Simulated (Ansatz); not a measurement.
Predict the output of the script below (the Python package of Ansatz (0.2.0)).

The script, `compress.py`:
```python
'''Volume and enthalpy of Sn against pressure.'''

import warnings

import ansatz as az
import numpy as np
from pymatgen.core import Lattice, Structure
from pymatgen.io.ase import AseAtomsAdaptor

FUNCTIONAL = 'r2scan'
CUTOFF_EV = 530
KGRID = (15, 15, 15)
OCCUPATIONS = 'methfessel_paxton'
SMEARING_WIDTH = 0.05

def edges_and_angles(cell):
    cell = np.asarray(cell)
    a, b, c = np.linalg.norm(cell, axis=1)
    cosines = cell[1] @ cell[2] / (b * c), cell[0] @ cell[2] / (a * c), cell[0] @ cell[1] / (a * b)
    return (a, b, c, *np.degrees(np.arccos(cosines)))


def main() -> None:
    warnings.simplefilter('ignore', az.DeckWarning)

    pmg_structure = Structure(
        Lattice([[-1.59075, 1.59075, 2.91565], [1.59075, -1.59075, 2.91565], [1.59075, 1.59075, -2.91565]]),
        ['Sn'],
        [
            [0.0, 0.0, 0.0],
        ],
    )
    sn = az.Crystal.from_ase(AseAtomsAdaptor.get_atoms(pmg_structure))

    model = (
        sn.calculation()
        .functional(FUNCTIONAL)
        .pseudopotentials('paw')
        .basis(CUTOFF_EV)
        .kpoints(*KGRID)
        .occupations(OCCUPATIONS, width=SMEARING_WIDTH)
    )

    # H = F + PV, with 1 GPa A^3 = 1/160.21766 eV
    rows = []
    for pressure in [0, 2, 4, 6, 8]:
        outcome = model.relax(cell=True, pressure=pressure, force_tolerance=0.01).run(threads=1)
        cell = outcome.lattice.cell_ang
        n_atoms = len(outcome.lattice.sites)
        volume = abs(np.linalg.det(cell)) / n_atoms
        enthalpy = outcome.report['free_energy_ev'] / n_atoms + pressure * volume / 160.21766
        rows.append((pressure, volume, enthalpy, *edges_and_angles(cell)))
        print(f'{pressure} GPa done: {volume:.4f} A^3/atom')

    print(' P (GPa)  V (A^3/atom)  H (eV/atom)     a       b       c')
    for row in rows:
        print('{:8.1f} {:12.4f} {:14.5f} {:7.4f} {:7.4f} {:7.4f}'.format(*row[:6]))
    p, v = np.array([row[0] for row in rows], float), np.array([row[1] for row in rows])
    print('mean bulk modulus between rows (GPa):', np.round(-np.diff(p) / np.diff(np.log(v)), 1))


if __name__ == '__main__':
    main()
```

```console
$ python compress.py
0 GPa done: 27.4732 A^3/atom
2 GPa done: 26.4985 A^3/atom
4 GPa done: 25.7065 A^3/atom
6 GPa done: 24.8465 A^3/atom
8 GPa done: 24.2517 A^3/atom
 P (GPa)  V (A^3/atom)  H (eV/atom)     a       b       c
     0.0      27.4732    -6038.38945  3.5289  3.5289  3.5289
     2.0      26.4985    -6038.05272  3.4923  3.4923  3.4923
     4.0      25.7065    -6037.72706  3.4566  3.4566  3.4566
     6.0      24.8465    -6037.42453  3.3370  3.3370  3.3370
     8.0      24.2517    -6037.11699  3.2920  3.2920  3.2920
mean bulk modulus between rows (GPa): [55.4 65.9 58.8 82.5]
```

The volume falls from 27.47 Å³ an atom at 0 GPa to 24.25 at 8 GPa, by 11.7 %. Between 0 and 2 GPa, -V dP/dV is about 55 GPa, a mean over that step.

What to keep in mind:
- Total energies depend on the potentials; only differences at equal settings carry meaning.
- At a fixed pressure a relaxation lowers the enthalpy F + PV, while F alone can rise.
- This isn't the structure that Sn takes at ambient conditions.
- Symmetry holds the cell in this phase, whether or not it is the stable one at each pressure.
- Timing: 9.8 min on 1 thread of Arm Neoverse V1, on a shared host, peak memory 0.68 GiB.
